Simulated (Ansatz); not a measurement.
# CH3FIIn: up Jacob's ladder to CCSD(T)

The task here is to estimate one member of a computed series from the others.

Computed with Ansatz 0.2.0, Gaussian basis. Level: functionals in def2-TZVPP, the program's frozen cores in correlated methods.

Levels to be run: LDA (SPW92), PBE-D4, revPBE-D4, BLYP-D4, r2SCAN-D4, B97M-V, PBE0-D4, B3LYP-D4, r2SCANh-D4, r2SCAN0-D4, HSE06-D4, BHLYP-D4, CAM-B3LYP-D4, LC-ωPBE, ωB97X-V, ωB97M-V, B2PLYP, PBE-QIDH; CCSD(T)/def2-SVP; CCSD(T)/def2-TZVPP; MP2/def2-QZVPP; extrapolation to the limit; RPA on PBE.

### The geometry

An earlier PBE0-D4 in a triple-zeta def2 set relaxation fixed the geometry. In, I take the def2 core potential; no spin-orbit term is included.

SMILES `[CH3][In]([F])[I]`, 7 atoms, charge 0, spin multiplicity 1.

Atoms are counted from 1 here; the program's logs count them from 0.

Bond lengths: C1–In2 2.128 Å, C1–H5 1.089 Å, C1–H6 1.089 Å, C1–H7 1.089 Å, In2–F3 1.952 Å, In2–I4 2.642 Å. Angles: In2–C1–H5 109.1°, In2–C1–H6 109.1°, In2–C1–H7 108.8°, H5–C1–H6 109.2°, H5–C1–H7 110.3°, H6–C1–H7 110.3°, C1–In2–F3 118.6°, C1–In2–I4 131.1°, F3–In2–I4 110.3°.

Geometry (Å):

```mol
CH3FIIn
  3D, bonds by distance, orders not assigned

  7  6  0  0  0  0  0  0  0  0999 V2000
   -0.3048    1.0231    0.4075 C   0  0
    0.3365   -0.8614   -0.3448 In  0  0
    2.2516   -1.1944   -0.5227 F   0  0
   -1.0376   -2.9746   -1.1367 I   0  0
   -0.9262    1.5125   -0.3418 H   0  0
   -0.8913    0.8645    1.3118 H   0  0
    0.5717    1.6303    0.6268 H   0  0
  1  2  8  0
  2  3  8  0
  2  4  8  0
  1  5  8  0
  1  6  8  0
  1  7  8  0
M  END
```

The first run:

Input file in.yaml:

```yaml
crystal:
  periodic: [false, false, false]
  atoms:
    - {symbol: C, position_ang: [-0.304814, 1.023128, 0.407473]}
    - {symbol: In, position_ang: [0.336496, -0.861351, -0.344847]}
    - {symbol: F, position_ang: [2.251646, -1.194396, -0.522698]}
    - {symbol: I, position_ang: [-1.037650, -2.974623, -1.136732]}
    - {symbol: H, position_ang: [-0.926167, 1.512491, -0.341777]}
    - {symbol: H, position_ang: [-0.891258, 0.864490, 1.311803]}
    - {symbol: H, position_ang: [0.571746, 1.630251, 0.626778]}
basis:
  gaussian: {orbitals: def2-TZVPP}
hamiltonian: {xc: lda}
output: {orbitals: {seedname: orbitals}}
```

Steps of the session up to this table: LDA; PBE-D4 (GGA); revPBE-D4 (GGA); BLYP-D4 (GGA); r2SCAN-D4 (meta-GGA); B97M-V (meta-GGA); PBE0-D4 (hybrid); B3LYP-D4 (hybrid); r2SCANh-D4 (hybrid); r2SCAN0-D4 (hybrid); HSE06-D4 (hybrid); BHLYP-D4 (hybrid); CAM-B3LYP-D4 (range-separated); LC-ωPBE (range-separated); ωB97X-V (range-separated); ωB97M-V (range-separated); B2PLYP (double hybrid); PBE-QIDH (double hybrid).

One of the session's tables, all rows but one given; the rest of the session is left out.

It belongs to the step «Orbital energies across the functionals». 

```
  functional  HOMO (eV)  LUMO (eV)  gap (eV)
 LDA (SPW92)      -6.74      -2.91      3.83
      PBE-D4      -6.56      -2.62      3.95
   revPBE-D4      -6.50      -2.50      4.00
     BLYP-D4      -6.38      -2.58      3.80
   r2SCAN-D4      -6.86      -2.39      4.47
      B97M-V      -6.86      -2.44      4.42
     PBE0-D4      -7.71      -1.78      5.93
    B3LYP-D4      -7.46      -2.09      5.37
  r2SCANh-D4      -7.28      -2.09      5.19
  r2SCAN0-D4          ?          ?         ?
    HSE06-D4      -7.32      -2.15      5.17
    BHLYP-D4      -8.68      -0.97      7.71
CAM-B3LYP-D4      -8.96      -0.88      8.08
     LC-ωPBE     -10.30       0.37     10.67
     ωB97X-V      -9.96       0.20     10.16
     ωB97M-V      -9.84       0.02      9.86
```

Estimate the missing values for r2SCAN0-D4.

Worked estimate for «HOMO (eV)». Against the share of exact exchange, r2SCAN-D4 (0, -6.86), r2SCANh-D4 (0.1, -7.28) give a slope of -4.20 per unit share; at 0.25 the line stands at -7.91.

As computed: HOMO (eV): -7.91; LUMO (eV): -1.65; gap (eV): 6.26. In «HOMO (eV)» the line misses by 0.00.
